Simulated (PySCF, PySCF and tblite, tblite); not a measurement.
# CH₅BFN: a path driven as rotation about a bond, and NMR exchange

An exercise on one series of results from a longer session: the logs are not shown, and one member is left open.

Programs: PySCF 2.14.0 with density-fitted response routines of our own, and tblite 0.8.0. All values are computed, except where a source is named. Atoms count from 0 throughout.

## The molecule as given

9 atoms, charge 0, multiplicity 1; geometry from: force field or distance geometry start.

Bonds of the start (Å): B2–F3 1.44, B2–H8 1.18, C0–H4 1.12, C0–H5 1.12, C0–H6 1.12, C0–N1 1.45, N1–B2 1.54, N1–H7 1.06.

The first run:

What the job is given:

```
{"job": {"xc": "GFN2-xTB", "basis": "xTB", "kind": "relax"}, "charge": 0, "multiplicity": 1}
C     -1.063300     0.063700    -0.286300
N      0.079000    -0.740100     0.084700
B      1.349800     0.120300     0.130300
F      2.466200    -0.201100    -0.722100
H     -1.244200     0.889500     0.450800
H     -1.983000    -0.575800    -0.303000
H     -0.936300     0.489100    -1.310800
H     -0.067100    -1.087500     1.072400
H      1.412500     1.047800     0.858800
```

Run with:

```
$ OMP_NUM_THREADS=1 python ens_run.py task.json out
```

One launch serves the whole session.

Steps of the session up to this table: GFN2-xTB relaxation, start minimum; Relaxed scan, rotation; Nudged elastic band, leg 1; Saddle search, leg 1; Saddle search, other pyramid; DFT refinement, start: PBE0-D3(BJ)/def2-SVP; DFT refinement, end: PBE0-D3(BJ)/def2-SVP; Shieldings, start: B3LYP/pcSseg-1; Shieldings, saddle of leg 1: B3LYP/pcSseg-1; Shieldings, end: B3LYP/pcSseg-1; Single-point energy: B3LYP/pcSseg-1; Barriers, rates and exchange; Nudged elastic band, band settings drawn wide; Shieldings, start: B3LYP/pcSseg-1 in dimethylsulfoxide; Single-point energy, saddle of leg 1: B3LYP/pcSseg-1 in dimethylsulfoxide; Shieldings, end: B3LYP/pcSseg-1 in dimethylsulfoxide; Single-point energy: B3LYP/pcSseg-1 in dimethylsulfoxide; Second level: B3LYP/pcSseg-1 + D3(BJ), IEF-PCM dimethylsulfoxide.

One of the session's tables, all rows but one given; the rest of the session is left out.

It belongs to the step «Second level: B3LYP/pcSseg-1 + D3(BJ), IEF-PCM dimethylsulfoxide». Barriers by level (kcal/mol; entropies in cal/(mol K)). Zero-point and thermal terms come from xTB in every row. ΔG‡ leaves symmetry out; the rate counts equivalent paths (a factor of 2) and all 2 saddles; effective ΔG‡, where given, is the barrier that would give that rate by Eyring's equation alone:

| level | ΔE‡ | with zero-point | ΔH‡ | ΔG‡ (298 K) | k at 298 K (1/s) |
| --- | --- | --- | --- | --- | --- |
| GFN2-xTB | ? | ? | ? | ? | ? |
| PBE0-D3(BJ)/def2-SVP | 25.27 | 23.78 | 23.59 | 23.84 | 5.9e-05 |
| B3LYP/pcSseg-1 + D3(BJ) | 25.51 | 24.02 | 23.83 | 24.07 | 4.3e-05 |
| B3LYP/pcSseg-1 + D3(BJ), IEF-PCM dimethylsulfoxide | 24.30 | 22.80 | 22.62 | 22.86 | 0.00026 |

**Question.** Estimate the row for GFN2-xTB.

The run gave: ΔE‡: 24.40; with zero-point: 23.04; ΔH‡: 22.82; ΔG‡ (298 K): 23.10; k at 298 K (1/s): 0.00019. In the column «ΔE‡» it lies between B3LYP/pcSseg-1 + D3(BJ), IEF-PCM dimethylsulfoxide (24.30) and PBE0-D3(BJ)/def2-SVP (25.27).
